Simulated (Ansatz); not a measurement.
# C2H5FGeO: a ladder of functionals and wavefunction methods

An exercise on one series of results from a longer session: the logs are not shown, and one member is left open.

The runs use Ansatz 0.2.0, Gaussian basis; functionals in def2-TZVPP, the program's frozen cores in correlated methods.

Plan: PBE-D4, r2SCAN-D4, PBE0-D4, B3LYP-D4, ωB97X-V, ωB97M-V, B2PLYP; CCSD(T)/def2-TZVPP; MP2/def2-QZVPP; extrapolation to the limit.

## The geometry

The geometry comes from an earlier relaxation with PBE0-D4 in a triple-zeta def2 set; it is a stationary point, not always the lowest conformer.

SMILES `F[CH]1O[CH2][GeH2]1`, 10 atoms, charge 0, spin multiplicity 1.

Atoms are counted from 1 here; the program's logs count them from 0.

Bond lengths: F1–C2 1.383 Å, C2–O3 1.391 Å, C2–Ge5 2.000 Å, C2–H6 1.092 Å, O3–C4 1.442 Å, C4–Ge5 1.984 Å, C4–H7 1.093 Å, C4–H8 1.090 Å, Ge5–H9 1.535 Å, Ge5–H10 1.536 Å. Angles: F1–C2–O3 110.7°, F1–C2–Ge5 111.9°, F1–C2–H6 106.6°, O3–C2–Ge5 91.1°, O3–C2–H6 110.4°, Ge5–C2–H6 124.9°, C2–O3–C4 106.2°, O3–C4–Ge5 90.3°, O3–C4–H7 111.3°, O3–C4–H8 109.8°, Ge5–C4–H7 115.8°, Ge5–C4–H8 118.2°, H7–C4–H8 109.8°, C2–Ge5–C4 69.3°, C2–Ge5–H9 118.8°, C2–Ge5–H10 116.4°, C4–Ge5–H9 120.5°, C4–Ge5–H10 115.2° and more.

Set-up of the first run:

in.yaml reads:

```yaml
crystal:
  periodic: [false, false, false]
  atoms:
    - {symbol: F, position_ang: [-0.617281, -0.324364, 2.060778]}
    - {symbol: C, position_ang: [0.390752, -0.350615, 1.113825]}
    - {symbol: O, position_ang: [0.139854, -1.328349, 0.156627]}
    - {symbol: C, position_ang: [-0.440707, -0.646441, -0.972974]}
    - {symbol: Ge, position_ang: [0.172994, 1.096458, -0.249156]}
    - {symbol: H, position_ang: [1.316624, -0.569987, 1.649037]}
    - {symbol: H, position_ang: [-1.523183, -0.790815, -1.009189]}
    - {symbol: H, position_ang: [0.011733, -1.008768, -1.896157]}
    - {symbol: H, position_ang: [-0.832024, 2.224284, 0.023812]}
    - {symbol: H, position_ang: [1.464141, 1.647297, -0.873702]}
basis:
  gaussian: {orbitals: def2-TZVPP}
hamiltonian: {xc: pbe, dispersion: d4}
output: {forces: true, orbitals: {seedname: orbitals}}
```

The run is started by

```console
> ansatz run in.yaml --threads 4 --pin off --events-out ev --progress --plain --max-ram 10444MiB
```

Among the steps run: PBE-D4 (GGA); r2SCAN-D4 (meta-GGA); PBE0-D4 (hybrid); B3LYP-D4 (hybrid); ωB97X-V (range-separated); ωB97M-V (range-separated); B2PLYP (double hybrid); CCSD(T) in def2-TZVPP; MP2 in def2-QZVPP.

One table of the session follows, with a row left open; its other results are not shown here.

It belongs to the step «Atomisation energies». 

```
            method  atomisation energy (kcal/mol)
            PBE-D4                          870.9
         r2SCAN-D4                          850.3
           PBE0-D4                          848.0
          B3LYP-D4                          841.4
           ωB97X-V                          851.3
           ωB97M-V                          846.5
            B2PLYP                          834.7
     HF/def2-TZVPP                          580.4
    MP2/def2-TZVPP                          843.8
   CCSD/def2-TZVPP                          810.4
CCSD(T)/def2-TZVPP                          826.5
           MP2/CBS                              ?
       CCSD(T)/CBS                          847.9
```

Estimate the missing values for MP2/CBS.

The run gave: atomisation energy (kcal/mol): 865.3. In the column «atomisation energy (kcal/mol)» it lies between ωB97X-V (851.3) and PBE-D4 (870.9).
